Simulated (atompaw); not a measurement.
# A PAW (atompaw) potential for beryllium, from input to tests

Aim: build the potential from the settings below, then test how well it stands in for the atom: scattering, ghost states and the plane-wave cutoff that it needs.

Program: atompaw 4.2.0.5. Reference atom: PBE, scalar-relativistic, spherical and spin-unpolarised. All values are calculated.

## Step 1: Starting point

Typed settings, in words:

- element: beryllium (Be, Z = 4)
- type: PAW
- frozen core: none
- valence charge: 4
- reference configuration: 1s2 2s1.5 2p0.5
- partial waves: 1s (bound); 2s (bound); 2p (bound); 2p channel at 2.8 Ry; 3d channel at 0.15 Ry
- local potential: vpsmatchnc scheme with l = 3 at 0 Ry, radius 2.25 bohr
- core correction: not asked for
- augmentation charge: sinc compensation charge, radius 2.50 bohr; PAW radius 3.00 bohr; waves and projectors: bloechl

An earlier all-electron run gives the scale for the radii.

All-electron outer shells of the reference configuration (PBE, scalar-relativistic, ld1.x):

```tsv
shell	level (eV)	outermost node (bohr)	outermost maximum (bohr)
1s	-106.96	–	0.27
2s	-5.91	0.59	2.04
2p	-2.30	–	2.26
```

## Step 2: Generation

File Be.input:

```
Be 4
GGA-PBE scalarrelativistic loggrid 1500 logderivrange -10 5 376
2 2 0 0 0 0
2 0 1.5
2 1 0.5
0 0 0
v
v
v
2
3.00 2.50 2.25 2.65
n
y
2.8
n
y
0.15
n
bloechl sinc
3 0 vpsmatchnc
PWSCFOUT
UPFDX 0.0125d0 UPFXMIN -7.d0 UPFZMESH 4.d0
END
```

Command:

```bash
atompaw < Be.input > Be.log
```

Before running it: what results should come out? Wanted: cutoffs for 10 and 1 mRy, occupied levels; bound ghosts; largest phase difference near zero energy, channels read; lowest eigenvalue of the overlap; share of valence orbitals outside the PAW sphere; UPF file.

As calculated:

```
                                                quantity                     value
               cutoffs for 10 and 1 mRy, occupied levels           21 Ry and 30 Ry
                                            bound ghosts                none found
largest phase difference near zero energy, channels read                 0.040 rad
         lowest eigenvalue of the overlap (Bessel basis)                 1.000 (s)
        share of valence orbitals outside the PAW sphere  1s 0 %, 2s 30 %, 2p 46 %
                                                UPF file                   written
```

**Reading.** It counts as soft on the atom at that tolerance, with 21 Ry needed at the looser tolerance. The slowest occupied level is 2s: taken alone it needs 25 Ry to come within 1 mRy, against 18 Ry for 1s. No bound ghost shows below the valence levels. Near zero energy the largest phase difference among the channels read is 0.04 rad, in the s channel. These are tests on the free atom; a crystal test is still owed.
